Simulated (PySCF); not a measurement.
**ZnBr: changing the method**

Aim: see what other levels and later steps give for ZnBr.

The runs use PySCF 2.14.0; each script names its method and basis.

2 further runs of the same task are left out: 2 that didn't finish.

## (1) Starting geometry

ZnBr: 2 atoms, charge 0, spin multiplicity 2.

Bond lengths: Zn1–Br2 2.144 Å.

## (2) Base script

File input.py:

```python
from pyscf import gto, scf, mp

mol = gto.M(
    atom='Zn 0 0 0; Br 0 0 2.144',
    basis='6-31g',
    charge=0,
    spin=1,
    symmetry=True,
    verbose=4,
)
mf = scf.UHF(mol)
mf.kernel()
mp.MP2(mf, frozen=14).kernel()
mf.dip_moment()
print('orbital energies (hartree):', [e[max(0, n-3):n+3].round(4) for e, n in zip(mf.mo_energy, mol.nelec)])
```

Started as:

```
$ python input.py
```

## (3) Pbesol (UKS)

Edit 1 changes functional: none (Hartree–Fock) → pbesol; SCF type: UHF → UKS; step after the SCF: mp2 → analyze.

File input.py:

```python
from pyscf import gto, dft

mol = gto.M(
    atom='Zn 0 0 0; Br 0 0 2.144',
    basis='6-31g',
    charge=0,
    spin=1,
    symmetry=True,
    verbose=4,
)
mf = dft.UKS(mol, xc='pbesol')
mf.kernel()
mf.analyze()
print('orbital energies (hartree):', [e[max(0, n-3):n+3].round(4) for e, n in zip(mf.mo_energy, mol.nelec)])
```

## (4) Hse06 (UKS)

Edit 2 changes functional: none (Hartree–Fock) → hse06; SCF type: UHF → UKS; step after the SCF: mp2 → analyze.

File input.py:

```python
from pyscf import gto, dft

mol = gto.M(
    atom='Zn 0 0 0; Br 0 0 2.144',
    basis='6-31g',
    charge=0,
    spin=1,
    symmetry=True,
    verbose=4,
)
mf = dft.UKS(mol, xc='hse06')
mf.kernel()
mf.analyze()
print('orbital energies (hartree):', [e[max(0, n-3):n+3].round(4) for e, n in zip(mf.mo_energy, mol.nelec)])
```

## (5) Geometry optimisation

Edit 3 changes step after the SCF: mp2 → optimize.

File input.py:

```python
from pyscf import gto, scf
from pyscf.geomopt.geometric_solver import optimize

mol = gto.M(
    atom='Zn 0 0 0; Br 0 0 2.144',
    basis='6-31g',
    charge=0,
    spin=1,
    symmetry=True,
    verbose=4,
)
mf = scf.UHF(mol)
mf.kernel()
mol_eq = optimize(mf, maxsteps=30)
print('optimised geometry (angstrom)')
print(mol_eq.tostring('raw'))
print('orbital energies (hartree):', [e[max(0, n-3):n+3].round(4) for e, n in zip(mf.mo_energy, mol.nelec)])
```

## (6) Population analysis

Edit 4 changes step after the SCF: mp2 → analyze.

File input.py:

```python
from pyscf import gto, scf

mol = gto.M(
    atom='Zn 0 0 0; Br 0 0 2.144',
    basis='6-31g',
    charge=0,
    spin=1,
    symmetry=True,
    verbose=4,
)
mf = scf.UHF(mol)
mf.kernel()
mf.analyze()
print('orbital energies (hartree):', [e[max(0, n-3):n+3].round(4) for e, n in zip(mf.mo_energy, mol.nelec)])
```

## (7) MP2

Edit 5 changes frozen orbitals: 14 → none.

Edit input.py of step 2 so:

```diff
@@ -12,3 +12,3 @@
 mf.kernel()
-mp.MP2(mf, frozen=14).kernel()
+mp.MP2(mf).kernel()
 mf.dip_moment()
```

## (8) Camb3lyp (UKS)

Edit 6 changes functional: none (Hartree–Fock) → camb3lyp; SCF type: UHF → UKS; step after the SCF: mp2 → analyze.

File input.py:

```python
from pyscf import gto, dft

mol = gto.M(
    atom='Zn 0 0 0; Br 0 0 2.144',
    basis='6-31g',
    charge=0,
    spin=1,
    symmetry=True,
    verbose=4,
)
mf = dft.UKS(mol, xc='camb3lyp')
mf.kernel()
mf.analyze()
print('orbital energies (hartree):', [e[max(0, n-3):n+3].round(4) for e, n in zip(mf.mo_energy, mol.nelec)])
```

Before running it: what results should come out? Wanted: for each run, E(SCF); from base; gap, α spin; SCF dipole; after the SCF.

**Answer**, as computed:

```
                  run  E(SCF) (hartree)  from base (eV)  cycles  gap, α spin (eV)  SCF dipole (D)                            after the SCF
                 base      -4349.565589               0      11              9.46            3.07  MP2 correlation -10.741 eV, core frozen
         pbesol (UKS)      -4349.117600  not comparable       9              3.72            2.10                                      n/a
          hse06 (UKS)      -4352.279735  not comparable       8              4.48            2.44                                      n/a
geometry optimisation      -4349.565589          0.0000      11              9.46             n/a                  bond 2.381 Å, -0.332 eV
  population analysis      -4349.565589          0.0000      11              9.46            3.07                                      n/a
                  MP2      -4349.565589          0.0000      11              9.46            3.07               MP2 correlation -11.560 eV
       camb3lyp (UKS)      -4353.070108  not comparable      10              7.33            2.52                                      n/a
```

SCF columns refer to the geometry typed in the script.

In words: A lower total energy from another functional means nothing by itself. The dearest run is “geometry optimisation”, at 27 s against 1.5 s.
